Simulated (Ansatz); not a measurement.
This script for Ansatz 0.2.0, Python API starts 2 runs on SnO2, space group P4_2/mnm. What input does the engine get in each?

The script, `defect.py`:
```python
'''Point defect (vacancy) in SnO2.'''

import ansatz as az
from ase import Atoms
import numpy as np

atoms = Atoms(
    ['Sn', 'Sn', 'O', 'O', 'O', 'O'],
    scaled_positions=[
        [0.0, 0.0, 0.0],
        [0.5, 0.5, 0.5],
        [0.3071, 0.3071, 0.0],
        [0.1929, 0.8071, 0.5],
        [0.6929, 0.6929, 0.0],
        [0.8071, 0.1929, 0.5],
    ],
    cell=[
        [4.738, 0.0, 0.0],
        [0.0, 4.738, 0.0],
        [0.0, 0.0, 3.1865],
    ],
    pbc=True,
)
sno2 = az.Crystal.from_ase(atoms)
host = sno2.supercell(1, 1, 2)
defective = host.vacancy('O', at=[0.3071, 0.3071, 0.0])

def prepare(structure):
    return (
        structure.calculation()
        .functional('lda')
        .kpoints(4, 4, 2, center='gamma')
        .basis(18 * az.Ha)
        .occupations('gaussian', width=0.05)
        .band_table()
    )


perfect = prepare(host).run(threads=1, pin='off').report
model = prepare(defective).forces()
outcome = model.run(threads=1, pin='off')
r = outcome.report

n_host, n_defect = len(perfect['lattice']['sites']), len(r['lattice']['sites'])
print(f'perfect cell: {n_host} atoms, F = {perfect["free_energy_ev"]:.4f} eV')
print(f'defect cell:  {n_defect} atoms, F = {r["free_energy_ev"]:.4f} eV')
# chemical potentials are still to be added to this difference
print(f'difference {r["free_energy_ev"] - perfect["free_energy_ev"]:.4f} eV (no chemical potentials)')


for site in outcome.lattice.sites:
    print(f'{site.symbol:2s}', ' '.join(f'{v:8.4f}' for v in site.position_ang))
```

Run 1:
```yaml
crystal:
  lattice:
    - [4.738, 0.0, 0.0]
    - [0.0, 4.738, 0.0]
    - [0.0, 0.0, 3.1865]
  atoms:
    - { symbol: Sn, position: [0.0, 0.0, 0.0] }
    - { symbol: Sn, position: [0.5, 0.5, 0.5] }
    - { symbol: O, position: [0.3071, 0.3071, 0.0] }
    - { symbol: O, position: [0.1929, 0.8071, 0.5] }
    - { symbol: O, position: [0.6929, 0.6929, 0.0] }
    - { symbol: O, position: [0.8071, 0.1929, 0.5] }
  supercell: [1, 1, 2]
basis:
  ecutwfc: 489.804952427784
kpoints:
  mp_grid:
    grid: [4, 4, 2]
    shift: [0.0, 0.0, 0.0]
hamiltonian:
  xc: lda
scf:
  occupations:
    method: gaussian
    width: 0.05
output:
  eigenvalues: true
```

Run 2, against run 1:
```diff
+  defects:
+    - { vacancy: 2 }
+  forces: true
```

```console
$ python defect.py
perfect cell: 12 atoms, F = -27960.7892 eV
defect cell:  11 atoms, F = -27403.6285 eV
difference 557.1607 eV (no chemical potentials)
Sn   0.0000   0.0000   0.0000
Sn   2.3690   2.3690   1.5933
O    0.9140   3.8240   1.5933
O    3.2830   3.2830   0.0000
O    3.8240   0.9140   1.5933
Sn   0.0000   0.0000   3.1865
Sn   2.3690   2.3690   4.7797
O    1.4550   1.4550   3.1865
O    0.9140   3.8240   4.7797
O    3.2830   3.2830   3.1865
O    3.8240   0.9140   4.7797
```

Absolute energies stand on the zero of these potentials, so only differences at equal settings mean something. A total without «per atom» is that of the cell as typed. The atoms stand at ideal sites; relaxing them can change energy and levels by an eV or more. The difference holds no chemical potentials. The starting cell is as deposited in a crystallographic database; the results hold for this polymorph, which needn't be the stable one. The supercell is small, so the defect meets its images and the energies aren't those of an isolated defect; a partly filled defect level may also lower its energy by spin or distortion. For a charged cell the difference holds no correction, alignment or term for the electrons' reservoir. By the engine's processor time: 11 s on 1 thread of Intel(R) Xeon(R) Processor @ 2.30GHz (shared host), peak memory 0.61 GiB.
